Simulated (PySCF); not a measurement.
# C4H10AsGa: the cost of one run

Programs: PySCF 2.14.0, with routines of our own; each step states its level. All values are computed. Atoms count from 0.

### Step 1. The system as given

16 atoms, charge 0, multiplicity 3; geometry from: GFN2-xTB.

### Step 2. Open-shell or spin-flip excitations: unrestricted TDA PBE0/def2-SVP

Job settings and geometry (Å):

```
{"job": {"kind": "uabs", "xc": "PBE0", "basis": "def2-SVP", "nstates": 10, "tda": true}, "charge": 0, "multiplicity": 3}
C     -3.077347     0.066918     1.075961
C     -2.461011    -0.459143    -0.221346
C     -1.010925    -0.423514    -0.168006
C      0.203889    -0.433509    -0.108543
Ga     2.165382    -0.380255     0.012760
As     2.268466     2.156439     0.259462
H     -2.753322    -0.536597     1.921100
H     -4.162936     0.027836     1.016501
H     -2.774519     1.097115     1.253184
H     -2.799860     0.144131    -1.070060
H     -2.783784    -1.491264    -0.390988
H      2.740620    -1.077746     1.287574
H      2.949512    -0.545231    -1.334200
H      5.201075    -0.066681     0.023928
H      1.605103     2.281336    -1.086497
H      4.682058    -0.350893     0.587693
```

Level: unrestricted TDA PBE0/def2-SVP, vertical, gas phase, core orbitals frozen in the response.

On the command line:

```
> OMP_NUM_THREADS=1 python excited_run.py task.json out
```

This one command runs all jobs of the session in turn.

**Question.** How long does this first job take on 1 thread of Arm Neoverse N1, shared host, and how much memory does it need?

About 1.9 min, with a peak of 0.66 GiB.
